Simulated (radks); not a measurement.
**Valence configurations of Pb⁺**

The task here is to estimate one member of a computed series from the others.

The numbers are computed with radks (a radial shooting solver on a logarithmic mesh, Libxc functionals) version 1 (Dirac Kohn-Sham, PBE, spin-unpolarised, spherical densities, finite nucleus; open shells fill j = l - 1/2 first), except any that are marked as measured or tabulated.

### Starting point

| Property | Result |
| --- | --- |
| element | lead (Z = 82) |
| charge | +1 |
| electrons | 81 |
| configuration | [Hg] 6p1 |
| nuclear rms radius | 5.5012 fm |
| others tried | [Xe] 4f14 5d8 6s2 6p3; [Xe] 4f13.5 5d10 6s2 6p1.5; [Xe] 4f14 5d10 6s1 6p2; [Xe] 4f14 5d9 6s2 6p2; [Xe] 4f12.5 5d10 6s2 6p2.5; [Xe] 4f13.5 5d8.5 6s2 6p3; [Xe] 4f12 5d10 6s2 6p3; [Xe] 4f14 5d10 6s1.5 6p1.5; [Xe] 4f13.5 5d9.5 6s1 6p3 |

The first run:

Input:

```text
Z 82
configuration [Hg] 6p1
relativity Dirac
functional pbe,pbe
spin unpolarised
j_filling energy
nucleus finite rms 5.5012 fm
c 137.035999084
```

Steps of the session up to this table: [Hg] 6p1.

One of the session's tables, all rows but one given; the rest of the session is left out.

It belongs to the step «[Hg] 6p1». Radial moments (bohr):

| level | <r> | outermost maximum (interpolated) | 90 % within | nodes |
| --- | --- | --- | --- | --- |
| 4f7/2 | ? | ? | ? | ? |
| 5p1/2 | 0.9130 | 0.828 | 1.32 | 3 |
| 5p3/2 | 1.005 | 0.905 | 1.45 | 3 |
| 5d3/2 | 1.275 | 1.05 | 1.93 | 2 |
| 5d5/2 | 1.323 | 1.09 | 2.01 | 2 |
| 6s1/2 | 2.256 | 1.95 | 3.29 | 5 |
| 6p1/2 | 2.786 | 2.32 | 4.16 | 4 |
| 6p3/2 | 3.138 | 2.62 | 4.68 | 4 |

**Question.** Estimate the row for 4f7/2.

As computed: <r>: 0.4571; outermost maximum (interpolated): 0.352; 90 % within: 0.726; nodes: 0. In the column «<r>» it is the lowest.
